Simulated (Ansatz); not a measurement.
# U-r2SCAN/6-311+G(d,p) run of CH4FSi (SMILES [CH2][SiH2]F)

What is the electronic atomisation energy of CH4FSi at U-r2SCAN/6-311+G**? 

Program for the calculation: Ansatz 0.2.0.

59 further runs of the same task are left out: 1 that didn't finish, 58 set aside as unsound or not needed.

**1. The structure to begin with**

CH4FSi has 7 atoms, charge 0, and is taken as a doublet. As SMILES, `[CH2][SiH2]F`. The shape is that of a PBE0-D4/def2-TZVP optimisation. This is one conformer, not always the lowest.

Bond lengths: C1–Si2 1.828 Å, Si2–F3 1.601 Å, C1–H4 1.085 Å, C1–H5 1.086 Å, Si2–H6 1.486 Å, Si2–H7 1.486 Å. Angles: C1–Si2–F3 109.0°, C1–Si2–H6 111.6°, C1–Si2–H7 111.7°, F3–Si2–H6 107.8°, F3–Si2–H7 107.6°, Si2–C1–H4 122.6°, Si2–C1–H5 122.3°, H6–Si2–H7 109.0°, H4–C1–H5 115.1°.

**2. A single-point energy at U-r2SCAN/6-311+G(d,p)**

The input, input.yaml:

```yaml
crystal:
  periodic: [false, false, false]
  atoms:
    - {symbol: C, position_ang: [-0.871900, 0.281100, -0.615800]}
    - {symbol: Si, position_ang: [0.588600, -0.157300, 0.392500]}
    - {symbol: F, position_ang: [0.652600, -1.749500, 0.550500]}
    - {symbol: H, position_ang: [-1.536000, -0.466000, -1.038500]}
    - {symbol: H, position_ang: [-1.136000, 1.310700, -0.837900]}
    - {symbol: H, position_ang: [0.509900, 0.430600, 1.755300]}
    - {symbol: H, position_ang: [1.854000, 0.282500, -0.251700]}
basis:
  gaussian:
    orbitals: 6-311+G_st__st_-spherical.json
magnetization:
  spin_polarized: true
  initial_magnetization: 1
hamiltonian:
  xc: {name: r2SCAN}
accuracy: high
output: {orbitals: {seedname: orbitals}}
```

The basis set 6-311+G** is read from a file made from the Basis Set Exchange's data (not shown).

Launch:

```bash
ansatz run input.yaml --threads 1 --pin off --max-ram 3480MiB --events-out events.jsonl --progress --plain --runs-dir runs
```

The log of the run:

```text
Warning: RAYON_NUM_THREADS=1 ignored (pool sized by the plan → 1); use --threads N
Functional definition: r2SCAN
  name "r2SCAN"
  parameter k0 = 0.174
  parameter k1 = 0.065
  parameter a1 = 4.9479
  exchange = r2scan_x(k0 = k0, k1 = k1, a1 = a1)
  correlation = r2scan_c
1833 factors; integrals over basis functions are off by at most 4.3e-9 eV
mean field evaluation 1: about -11689.2212 eV, gradient 3.8e1 eV
mean field evaluation 2: about -11682.8365 eV, gradient 5.4e1 eV
mean field evaluation 4: about -11695.3548 eV, gradient 4.4e0 eV
mean field evaluation 8: about -11695.4247 eV, gradient 1.0e-1 eV
mean field evaluation 16: about -11695.4248 eV, gradient 3.6e-5 eV
mean field -11695.42481636 eV, -429.7989345574 hartree, gradient 6.0e-8 eV, S^2 0.755821; 0 other end points of the search recorded, 0 dependent functions left out
reference -11695.42482410 eV, -429.7989348420 hartree; 17, 16 occupied and 81, 82 virtual orbitals, 1833 factors
Total energy: -11695.42482410 eV, -429.7989348420 hartree
```

Run time: 17 s. Hardware: 1 thread of Arm Neoverse V2, shared host; peak memory 0.41 GiB.

**3. The C atom at the same level**

The input, in.yaml:

```yaml
crystal:
  periodic: [false, false, false]
  atoms:
    - symbol: C
      position_ang: [0.000000, 0.000000, 0.000000]
basis:
  gaussian:
    orbitals: 6-311+G_st__st_.json
magnetization:
  spin_polarized: true
  initial_magnetization: 2
hamiltonian:
  xc: r2scan
accuracy: high
```

The basis set 6-311+G** is read from a file made from the Basis Set Exchange's data (not shown).

Run the same way, it converges to -37.83050 Eh (log not shown).

**4. The F atom at the same level**

The input, molecule.yaml:

```yaml
basis:
  gaussian:
    orbitals: 6-311+G_st__st_.json
crystal:
  periodic: [false, false, false]
  atoms:
    - {symbol: F, position_ang: [0.000000, 0.000000, 0.000000]}
magnetization:
  spin_polarized: true
  initial_magnetization: 1
hamiltonian:
  xc: r2scan
accuracy: high
```

The basis set 6-311+G** is read from a file made from the Basis Set Exchange's data (not shown).

Launch:

```bash
ansatz run molecule.yaml --threads 1 --pin off --max-ram 3480MiB --events-out events.jsonl --progress --plain --runs-dir runs
```

The log of the run:

```text
Warning: RAYON_NUM_THREADS=1 ignored (pool sized by the plan → 1); use --threads N
[... 7 set-up lines as earlier in the session ...]
175 factors; integrals over basis functions are off by at most 3.7e-9 eV
mean field evaluation 1: about -2713.3356 eV, gradient 6.7e0 eV
mean field evaluation 2: about -2713.3888 eV, gradient 4.8e0 eV
mean field evaluation 4: about -2713.4476 eV, gradient 2.6e-2 eV
mean field evaluation 8: about -2713.4476 eV, gradient 3.0e-4 eV
mean field evaluation 16: about -2713.4476 eV, gradient 1.4e-8 eV
mean field -2713.44763019 eV, -99.7173611686 hartree, gradient 1.4e-8 eV, S^2 0.751781; 0 other end points of the search recorded, 0 dependent functions left out
reference -2713.44763175 eV, -99.7173612259 hartree; 5, 4 occupied and 17, 18 virtual orbitals, 175 factors
Total energy: -2713.44763175 eV, -99.7173612259 hartree
```

Run time: 0.94 s. Hardware: 1 thread of Arm Neoverse V2, shared host; peak memory 0.097 GiB.

**5. The H atom, same level**

The input, molecule.yaml:

```yaml
crystal:
  periodic: [false, false, false]
  atoms:
    - {symbol: H, position_ang: [0.000000, 0.000000, 0.000000]}
basis:
  gaussian: {orbitals: 6-311+G_st__st_.json}
magnetization: {spin_polarized: true, initial_magnetization: 1}
hamiltonian: {xc: {name: r2SCAN}}
accuracy: high
```

The basis set 6-311+G** is read from a file made from the Basis Set Exchange's data (not shown).

Run the same way, it converges to -0.49993 Eh (log not shown).

**6. The Si atom, same level**

The input, run.yaml:

```yaml
basis:
  gaussian:
    orbitals: 6-311+G_st__st_-spherical.json
crystal:
  periodic: [false, false, false]
  atoms:
    - {symbol: Si, position_ang: [0.000000, 0.000000, 0.000000]}
total_charge: 0
magnetization:
  spin_polarized: true
  initial_magnetization: 2
hamiltonian:
  xc: {name: r2SCAN}
accuracy: high
```

The basis set 6-311+G** is read from a file made from the Basis Set Exchange's data (not shown).

Launch:

```bash
ansatz run run.yaml --threads 1 --pin off --max-ram 3480MiB --events-out events.jsonl --progress --plain --runs-dir runs
```

The log of the run:

```text
Warning: RAYON_NUM_THREADS=1 ignored (pool sized by the plan → 1); use --threads N
[... 7 set-up lines as earlier in the session ...]
230 factors; integrals over basis functions are off by at most 3.5e-9 eV
mean field evaluation 1: about -7873.2721 eV, gradient 3.8e0 eV
mean field evaluation 2: about -7873.3762 eV, gradient 2.0e0 eV
mean field evaluation 4: about -7873.3891 eV, gradient 3.9e-1 eV
mean field evaluation 8: about -7873.3879 eV, gradient 4.9e-3 eV
mean field evaluation 16: about -7873.3879 eV, gradient 5.6e-8 eV
mean field evaluation 32: about -7873.3879 eV, gradient 1.7e-3 eV
mean field -7873.38785198 eV, -289.3416667863 hartree, gradient 3.1e-8 eV, S^2 2.004311; 2 other end points of the search recorded, 0 dependent functions left out
reference -7873.38785541 eV, -289.3416669125 hartree; 8, 6 occupied and 22, 24 virtual orbitals, 230 factors
Total energy: -7873.38785541 eV, -289.3416669125 hartree
```

It took 3.3 s on 1 thread of Arm Neoverse V2, shared host; peak memory 0.14 GiB.

**7. Results**

Level: U-r2SCAN/6-311+G**.

```
                                    quantity          value
                      molecule: total energy  -429.79893 Eh
molecule: HOMO energy (highest over α and β)       -6.40 eV
 molecule: LUMO energy (lowest over α and β)       -3.21 eV
                              molecule: ⟨S²⟩          0.756
                        C atom: total energy   -37.83050 Eh
                                C atom: ⟨S²⟩          2.005
                        F atom: total energy   -99.71736 Eh
                                F atom: ⟨S²⟩          0.752
                        H atom: total energy    -0.49993 Eh
                                H atom: ⟨S²⟩          0.750
                       Si atom: total energy  -289.34167 Eh
                               Si atom: ⟨S²⟩          2.004
               electronic atomisation energy      24.754 eV
```

In words: Taking the molecule apart into free atoms costs 24.75 eV (571 kcal/mol), before zero-point energy and without spin-orbit coupling.
